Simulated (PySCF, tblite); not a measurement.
# C4H13ClGeSi2: geometry, infrared bands and NMR shifts

What infrared bands and NMR shifts should C4H13ClGeSi2 (`C=C(C)[Si@](C)([GeH3])[SiH2]Cl`) show?

The runs use tblite 0.8.0 and PySCF 2.14.0, with density-fitted response routines of our own; the level of theory stands in each step. All values are computed, except where a source is named. Atoms count from 0, in the outputs and in this text.

### Step 1. The starting structure

21 atoms, charge 0, multiplicity 1; geometry from: force field or distance geometry start.

Bonds of the start (Å): C0–C1 1.35, C1–C2 1.48, C1–Si3 1.87, Si3–C4 1.85, Si3–Ge5 2.32, Si3–Si6 2.23, Si6–Cl7 2.09, C0–H8 1.09, C0–H9 1.10, C2–H10 1.12, C2–H11 1.10, C2–H12 1.11, C4–H13 1.11, C4–H14 1.11, C4–H15 1.11, Ge5–H16 1.55, Ge5–H17 1.55, Ge5–H18 1.55, Si6–H19 1.48, Si6–H20 1.47.

### Step 2. Relaxing the molecule with GFN2-xTB

Job settings and geometry (Å):

```
{"job": {"kind": "relax", "xc": "GFN2-xTB", "basis": "xTB"}, "charge": 0, "multiplicity": 1}
C     -1.699000    -0.540800     1.434200
C     -1.311800    -0.096500     0.225100
C     -2.322000     0.272100    -0.795100
Si     0.514300     0.037900    -0.129900
C      0.864900     0.631500    -1.847500
Ge     1.488200    -2.046700     0.149500
Si     1.437100     1.460900     1.321400
Cl     0.529900     3.334100     1.118600
H     -0.982800    -0.818800     2.200400
H     -2.768600    -0.624700     1.674600
H     -2.973300     1.094700    -0.411400
H     -1.862900     0.617200    -1.737600
H     -2.974500    -0.601500    -1.020800
H      0.432200     1.642100    -1.997000
H      0.423200    -0.062900    -2.588000
H      1.960700     0.687000    -1.996400
H      1.249600    -2.533300     1.605000
H      0.860700    -3.049500    -0.851600
H      3.015700    -1.927300    -0.104600
H      1.237500     0.962300     2.699800
H      2.872100     1.579200     1.050900
```

On the command line:

```bash
$ OMP_NUM_THREADS=1 python probes_run.py task.json out
```

The driver reads the jobs from task.json and runs them one after another.

**Question.** This job is followed by: GFN2-xTB harmonic vibrations, gas phase; GIAO PBE0/pcSseg-1 NMR shielding, non-relativistic, gas phase. What will the session give for the following? strongest single infrared mode (GFN2-xTB); zero-point energy (GFN2-xTB); ¹³C shifts against TMS (PBE0/pcSseg-1); ¹H shifts against TMS (PBE0/pcSseg-1, means over atoms taken as alike); ²⁹Si shifts against TMS (PBE0/pcSseg-1); ⁷³Ge shifts against GeMe4 (PBE0/pcSseg-1); ³⁵Cl shifts against HCl (PBE0/pcSseg-1).

As calculated:

```
                                                              quantity                                         value
                             strongest single infrared mode (GFN2-xTB)                         2006 cm⁻¹, 527 km/mol
                                          zero-point energy (GFN2-xTB)                                 91.8 kcal/mol
                                ¹³C shifts against TMS (PBE0/pcSseg-1)                  153.5, 136.7, 28.1, -4.0 ppm
¹H shifts against TMS (PBE0/pcSseg-1, means over atoms taken as alike)  6.08, 5.59, 5.35, 5.33, 3.05, 2.23, 0.59 ppm
                               ²⁹Si shifts against TMS (PBE0/pcSseg-1)                              -27.8, -38.4 ppm
                             ⁷³Ge shifts against GeMe4 (PBE0/pcSseg-1)                                      -381 ppm
                               ³⁵Cl shifts against HCl (PBE0/pcSseg-1)                                      -109 ppm
```

What this shows: The optimisation took 178 steps and gained 0.594 eV; among the close pairs (by a distance rule), Si3–Si6 changed most, from 2.232 to 2.340 Å. All 57 modes are real, so the xTB geometry is a minimum. GFN2-xTB is a fitted tight-binding method: band positions and strengths are rough. Its intensities can rank the bands wrongly. The most deshielded carbon is C1 (fully substituted alkene carbon), at 153.5 ppm: the olefinic region. At PBE0/pcSseg-1: The largest span, 249 ppm, is at C1, where the paramagnetic term is -232 ppm. Spin-orbit coupling is left out, which matters for shieldings and couplings at and beside the heavy atoms.
